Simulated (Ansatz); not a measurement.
**GaBHCl (triplet): the correlation ladder, cc-pVDZ**

An exercise on one series of results from a longer session: the logs are not shown, and one member is left open.

The runs use Ansatz 0.2.0, Gaussian basis; cc-pVDZ, core rule «outside noble gas», up to 20 orbitals frozen.

Plan: UHF; CCSD(T) on ROHF; CCSD(T) on UHF; BCCD(T) on ROHF; CISD as a restricted active space (open shells left free, so some higher excitations enter); CCSDT(Q) on ROHF; CCSDT(Q) on UHF; CASSCF and NEVPT2, 10 electrons in 10 orbitals.

26 further runs of the same task are left out: 2 for a known fault of the program, 13 that didn't finish, 11 set aside as unsound or not needed. Runs told in other sessions of the task aren't counted.

## What is computed

The geometry is a PBE0/def2-TZVP stationary point (not a proven minimum). No spin-orbit coupling is included. The filled d shell of Ga may be among the frozen orbitals whatever the setting's name suggests.

4 atoms, charge 0, spin multiplicity 3.

Atoms are counted from 1 here; the program's logs count them from 0.

Bond lengths: B1–Ga2 1.909 Å, B1–H4 1.183 Å, Ga2–Cl3 2.110 Å. Angles: Ga2–B1–H4 148.6°, B1–Ga2–Cl3 161.5°.

Set-up of the first run:

File in.yaml:

```yaml
crystal:
  periodic: [false, false, false]
  atoms:
    - {symbol: B, position_ang: [0.000000, -0.342826, 2.296381]}
    - {symbol: Ga, position_ang: [0.000000, 0.098129, 0.439441]}
    - {symbol: Cl, position_ang: [0.000000, -0.089117, -1.661752]}
    - {symbol: H, position_ang: [0.000000, 0.023715, 3.421568]}
basis:
  gaussian: {orbitals: cc-pVDZ}
magnetization: {spin_polarized: true, initial_magnetization: 2}
hamiltonian: {xc: hf}
output: {orbitals: {seedname: orbitals}}
```

The run is started by

```console
ansatz run in.yaml --threads 1 --pin off --events-out ev --progress --plain --max-ram 2393MiB
```

Among the steps run: UHF; CCSD(T) on ROHF; CCSD(T) on UHF; BCCD(T) on ROHF; CISD as a restricted active space (open shells left free, so some higher excitations enter); CCSDT(Q) on ROHF; CCSDT(Q) on UHF; CASSCF and NEVPT2, 10 electrons in 10 orbitals.

One table of the session follows, with a row left open; its other results are not shown here.

It belongs to the step «Misses and costs». 

```
   method  from UCCSDT(Q) (meV)
     ROHF               +7872.6
      UHF               +7734.1
     RMP2               +1152.7
     UMP2                     ?
    RCCSD                +275.5
    UCCSD                +268.4
 RCCSD(T)                 +57.5
 UCCSD(T)                 +54.9
  BCCD(T)                 +57.0
   RCCSDT                 +21.9
   UCCSDT                 +18.4
RCCSDT(Q)                  +4.1
UCCSDT(Q)                     0
```

Q: Estimate the row for UMP2 from the others.

**Answer.** from UCCSDT(Q) (meV): +1177.5. In the column «from UCCSDT(Q) (meV)» it lies between RMP2 (+1152.7) and UHF (+7734.1).

Not comparable, so not listed: CISD as a restricted active space (open shells left free, so some higher excitations enter) (they don't share determinant, frozen orbitals or solution with the rows shown, or repeat one).

To keep in mind: Left out of the table: CASSCF frontier, NEVPT2 frontier (the active space lost an orbital or holds another state than full CI finds). Restricted and unrestricted rows rest on different reference determinants; a gap between their highest levels can come from leftover correlation error, from unlike frozen cores or from another state. Warnings in the runs' records: passed over end.
